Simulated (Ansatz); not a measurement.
# GaAsH+ (triplet): the correlation ladder, cc-pVTZ

An exercise on one series of results from a longer session: the logs are not shown, and one member is left open.

Computed with Ansatz 0.2.0, Gaussian basis. Level: cc-pVTZ, core rule «outside noble gas», up to 28 orbitals frozen.

To be run: UHF; CCSD(T) on ROHF; CCSD(T) on UHF; BCCD(T) on ROHF; CCSDT(Q) on ROHF; CCSDT(Q) on UHF.

15 further runs of the same task are left out: 10 for a known fault of the program, 5 set aside as unsound or not needed. Runs told in other sessions of the task aren't counted.

## The system

The geometry is a PBE0/def2-TZVP stationary point (not a proven minimum) of the parent state, kept for this charge and spin. No spin-orbit coupling is included. The filled d shell of Ga, As may be among the frozen orbitals whatever the setting's name suggests.

3 atoms, charge 1, spin multiplicity 3.

Atoms are counted from 1 here; the program's logs count them from 0.

Bond lengths: Ga1–As2 2.510 Å, Ga1–H3 1.618 Å. Angles: As2–Ga1–H3 115.1°.

Set-up of the first run:

in.yaml reads:

```yaml
crystal:
  periodic: [false, false, false]
  atoms:
    - {symbol: Ga, position_ang: [0.000000, -0.505457, 0.594301]}
    - {symbol: As, position_ang: [0.000000, -0.435519, -1.914688]}
    - {symbol: H, position_ang: [0.000000, 0.940976, 1.320387]}
basis:
  gaussian: {orbitals: cc-pVTZ}
total_charge: 1
magnetization: {spin_polarized: true, initial_magnetization: 2}
hamiltonian: {xc: hf}
output: {orbitals: {seedname: orbitals}}
```

On the command line:

```
$ ansatz run in.yaml --threads 1 --pin off --events-out ev --progress --plain --max-ram 2560MiB --backend cpu
```

Steps of the session up to this table: UHF; CCSD(T) on ROHF; CCSD(T) on UHF; BCCD(T) on ROHF; CCSDT(Q) on ROHF; CCSDT(Q) on UHF.

One of the session's tables, all rows but one given; the rest of the session is left out.

| method | from UCCSDT(Q) (kcal/mol) |
| --- | --- |
| ROHF | +113.34 |
| UHF | +106.28 |
| RMP2 | +24.76 |
| UMP2 | +27.53 |
| RCCSD | +6.23 |
| UCCSD | +6.22 |
| RCCSD(T) | ? |
| UCCSD(T) | +1.67 |
| BCCD(T) | +1.46 |
| RCCSDT | +0.42 |
| UCCSDT | +0.32 |
| RCCSDT(Q) | +0.12 |
| UCCSDT(Q) | 0 |

Q: Estimate the row for RCCSD(T) from the others.

As computed: from UCCSDT(Q) (kcal/mol): +1.45. In the column «from UCCSDT(Q) (kcal/mol)» it lies between RCCSDT (+0.42) and BCCD(T) (+1.46).

Caveats from the session: Restricted and unrestricted rows rest on different reference determinants; a gap between their highest levels can come from leftover correlation error, from unlike frozen cores or from another state.
